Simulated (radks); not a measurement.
**K⁷⁺ in [He] 2s2 2p5 3s2 4s1: an all-electron calculation**

Aim: the levels, the sizes of the orbitals and the parts of the energy of the potassium ion K7+.

Program: radks (a radial shooting solver on a logarithmic mesh, Libxc functionals) version 1. Level of theory: Dirac Kohn-Sham, BLYP, spin-unpolarised, spherical densities, finite nucleus; open shells fill j = l - 1/2 first. These are calculated values, not measurements, unless marked.

### Step 1. The system

```
element            : potassium (Z = 19)
charge             : +7
electrons          : 12
configuration      : [He] 2s2 2p5 3s2 4s1
nuclear rms radius : 3.4349 fm
```

### Step 2. Self-consistent calculation

Input:

```text
Z 19
configuration [He] 2s2 2p5 3s2 4s1 3p0 3d0
relativity Dirac
functional b88,lyp
spin unpolarised
j_filling energy
nucleus finite rms 3.4349 fm
c 137.035999084
```

**Question.** What will this run give?

**Answer**, as computed:

```
                        quantity                   value
                    total energy      -572.57614 hartree
exchange-correlation share of it                  4.89 %
                            −T/E                  1.0078
          highest occupied level       4s1/2, -73.563 eV
    most extended occupied level  4s1/2, <r> = 2.11 bohr
 radius at density 0.001 e/bohr³               3.25 bohr
    maxima of the radial density                       2
```

What this shows: 4 principal shells are occupied and 2 maxima appear in the radial density; where shells overlap, one shows as a shoulder or not at all. −T/E is 1.008: with relativity the kinetic term as defined here no longer equals −E. This is not the tabulated ground configuration, so its levels and sizes aren't those of the ground state, and no measured value stands beside it.
